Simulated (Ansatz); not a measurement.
**Br− with CH₃F: structure and interaction energy**

The task here is to estimate one member of a computed series from the others.

Program: Ansatz 0.2.0, Gaussian basis. Level of theory: PBE0-D4 structure, single points in def2-TZVPPD. These are calculated values, not measurements.

Levels: PBE-D4, revPBE-D4, BLYP-D4, r2SCAN-D4, B97M-V, PBE0-D4, B3LYP-D4, HSE06-D4, wB97X-V, wB97M-V, B2PLYP, Hartree-Fock, MP2, CCSD, CCSD(T). The reference is CCSD(T) extrapolated to the basis limit. For elements past Ar these valence bases correlate outer-core shells poorly and lack relativity, so that limit is rough.

Correlated methods freeze the cores. Filled d shells of the heavier atoms are correlated. B3LYP uses VWN-RPA correlation. B2PLYP carries no dispersion term here.

163 further runs of the same task are left out: 163 set aside as unsound or not needed. Runs told in other sessions of the task aren't counted.

**Where the work starts**

The pair, from a GFN2-xTB docking trial: 6 atoms, charge -1, spin multiplicity 1.

Atoms are counted from 1 here; the program's logs count them from 0.

Bond lengths: C2–F3 1.379 Å, C2–H4 1.083 Å, C2–H5 1.086 Å, C2–H6 1.088 Å. Angles: F3–C2–H4 108.7°, F3–C2–H5 108.7°, F3–C2–H6 108.4°, H4–C2–H5 110.3°, H4–C2–H6 110.4°, H5–C2–H6 110.2°.

As a file:

```xyz
6
charge -1, multiplicity 1
Br   -0.2580   -0.0278   -2.7537
C     0.0459   -0.0009    0.4834
F     0.1847    0.1544    1.8466
H     0.9931    0.2262    0.0091
H    -0.7246    0.6789    0.1315
H    -0.2411   -1.0308    0.2831
```

Atoms 1 to 1 are fragment A (Br−), the rest fragment B (CH₃F).

Set-up of the first run:

File pre/in.yaml:

```yaml
crystal:
  periodic: [false, false, false]
  atoms:
    - {symbol: Br, position_ang: [-0.258000, -0.027800, -2.753700]}
    - {symbol: C, position_ang: [0.045900, -0.000900, 0.483400]}
    - {symbol: F, position_ang: [0.184700, 0.154400, 1.846600]}
    - {symbol: H, position_ang: [0.993100, 0.226200, 0.009100]}
    - {symbol: H, position_ang: [-0.724600, 0.678900, 0.131500]}
    - {symbol: H, position_ang: [-0.241100, -1.030800, 0.283100]}
basis:
  gaussian: {orbitals: def2-SVPD}
total_charge: -1
hamiltonian: {xc: pbe, dispersion: d4}
relax: {f_tol: 0.03, max_steps: 250}
```

The run is started by

```sh
> ansatz run in.yaml --threads 4 --pin off --events-out ev --progress --plain --max-ram 9574MiB
```

Steps of the session up to this table: A first relaxation in a small basis; Relaxation at PBE0-D4; wB97X-V/def2-TZVPPD; wB97M-V/def2-TZVPPD; B2PLYP/def2-TZVPPD; B97M-V/def2-TZVPPD; CCSD(T)/def2-TZVPPD; MP2/def2-QZVPPD; Hartree-Fock/STO-3G; SPW92/def2-SVP; wB97M-V/def2-SVP; CCSD(T)/def2-SVP; Vibrations of the pair.

One table of the session follows, with a row left open; its other results are not shown here.

| method | interaction (kcal/mol) |
| --- | --- |
| PBE-D4 | -8.57 |
| revPBE-D4 | -8.04 |
| BLYP-D4 | -7.99 |
| r2SCAN-D4 | -8.57 |
| B97M-V | -8.51 |
| PBE0-D4 | -8.66 |
| B3LYP-D4 | ? |
| HSE06-D4 | -8.66 |
| wB97X-V | -8.65 |
| wB97M-V | -8.69 |
| B2PLYP | -7.64 |
| Hartree-Fock | -6.72 |
| MP2 | -8.29 |
| CCSD | -8.00 |
| CCSD(T) | -8.20 |
| CCSD(T)/CBS | -8.86 |

**Question.** Estimate the row for B3LYP-D4.

The run gave: interaction (kcal/mol): -8.38. In the column «interaction (kcal/mol)» it lies between B97M-V (-8.51) and MP2 (-8.29).
